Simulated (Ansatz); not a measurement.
# HfB2: response to strain

HfB2 is deformed so: equal xx and yy strain of +1 %. What stress and forces result, by LAPW, PAW and all-electron datasets made for the crystal?

Computed with Ansatz 0.2.0 (DFT PBEsol, scalar-relativistic, unless a step's input says otherwise).

**1. The system as given**

The structure is hexagonal, space group P6/mmm (No. 191). The conventional cell has a = 3.140 Å, b = 3.140 Å, c = 3.480 Å, α = 90.00°, β = 90.00°, γ = 120.00°. Hf (site symmetry 6/mmm) is surrounded by 12 B at 2.51 Å. B (site symmetry -6m2) has 3 B at 1.81 Å and 6 Hf at 2.51 Å as nearest neighbours.

Structure file:

```
Hf B
1.0
     3.14000    0.00000    0.00000
    -1.57000    2.71932    0.00000
     0.00000    0.00000    3.48000
Hf B
1 2
Direct
  0.00000 0.00000 0.00000
  0.33333 0.66667 0.50000
  0.66667 0.33333 0.50000
```

Atoms are numbered in the order of the input: Hf1, B2, B3.

**2. After the deformation**

Space group P6/mmm before, P6/mmm after.

**3. Full-potential LAPW**

Input file input.yaml:

```yaml
crystal:
  lattice:
    - [3.1714001015, 0.0, 0.0]
    - [-1.5857000508, 2.7465130534, 0.0]
    - [0.0, 0.0, 3.48]
  atoms:
    - { symbol: Hf, position: [0.0, 0.0, 0.0] }
    - { symbol: B, position: [0.3333333333, 0.6666666667, 0.5] }
    - { symbol: B, position: [0.6666666667, 0.3333333333, 0.5] }
kpoints:
  mp_grid: { grid: [13, 13, 11] }
  band_path:
    path:
      - [0.0, 0.0, 0.0]
      - [0.5, 0.0, 0.0]
      - [0.3333333333, 0.3333333333, 0.0]
      - [0.0, 0.0, 0.0]
      - [0.0, 0.0, 0.5]
      - [0.5, 0.0, 0.5]
      - [0.3333333333, 0.3333333333, 0.5]
      - [0.0, 0.0, 0.5]
      - [0.5, 0.0, 0.5]
    npoints: 5
scf:
  occupations: { method: fermi_dirac, width: 0.05 }
hamiltonian:
  xc: pbesol
  pseudopotentials: { kind: all_electron, lapw: { basis_error: 0.0005 } }
output:
  forces: true
  stress: true
  eigenvalues: true
```

The run is started by

```console
ansatz run input.yaml --threads 1 --pin off --max-ram 6144MiB --backend cpu --events-out ev --progress --plain --runs-dir out
```

**4. PAW on the default files**

Input file input.yaml:

```yaml
crystal:
  lattice:
    - [3.1714001015, 0.0, 0.0]
    - [-1.5857000508, 2.7465130534, 0.0]
    - [0.0, 0.0, 3.48]
  atoms:
    - { symbol: Hf, position: [0.0, 0.0, 0.0] }
    - { symbol: B, position: [0.3333333333, 0.6666666667, 0.5] }
    - { symbol: B, position: [0.6666666667, 0.3333333333, 0.5] }
kpoints:
  mp_grid: { grid: [13, 13, 11] }
scf:
  occupations: { method: fermi_dirac, width: 0.05 }
hamiltonian:
  xc: pbesol
  pseudopotentials: { kind: paw }
output:
  forces: true
  stress: true
  eigenvalues: true
  efg: { contact_densities: true }
  write_density: true
  write_potential: true
  elf: true
  volumetric_format: npy
```

**5. Datasets made for this crystal**

input.yaml: that of step 4 with these lines changed.

```diff
@@ -15,3 +15,3 @@
   xc: pbesol
-  pseudopotentials: { kind: paw }
+  pseudopotentials: { kind: all_electron, datasets: crystal }
 output:
@@ -21,5 +21 @@
   efg: { contact_densities: true }
-  write_density: true
-  write_potential: true
-  elf: true
-  volumetric_format: npy
```

(Steps that only read results are left out.)

Q: Predict the outcome of this session. Wanted: pressure; largest shear or deviatoric stress.

As calculated:

| quantity | value |
| --- | --- |
| pressure | LAPW -9.19, PAW -9.25, crystal datasets -9.19 GPa |
| largest shear or deviatoric stress (LAPW) | 1.82 GPa |

What this shows: The largest part of the stress beyond the pressure is 1.82 GPa in size, in the zz component; the atoms are carried along and not relaxed. No run of the undeformed cell stands beside it, so the pressure holds what the given cell had before the change. PAW: stress within 0.11 GPa of LAPW. Crystal datasets: stress within 0.01 GPa of LAPW. Spin-orbit coupling is left out, though the cell holds Hf; in elements this heavy it can shift bands and gaps by tenths of an eV.
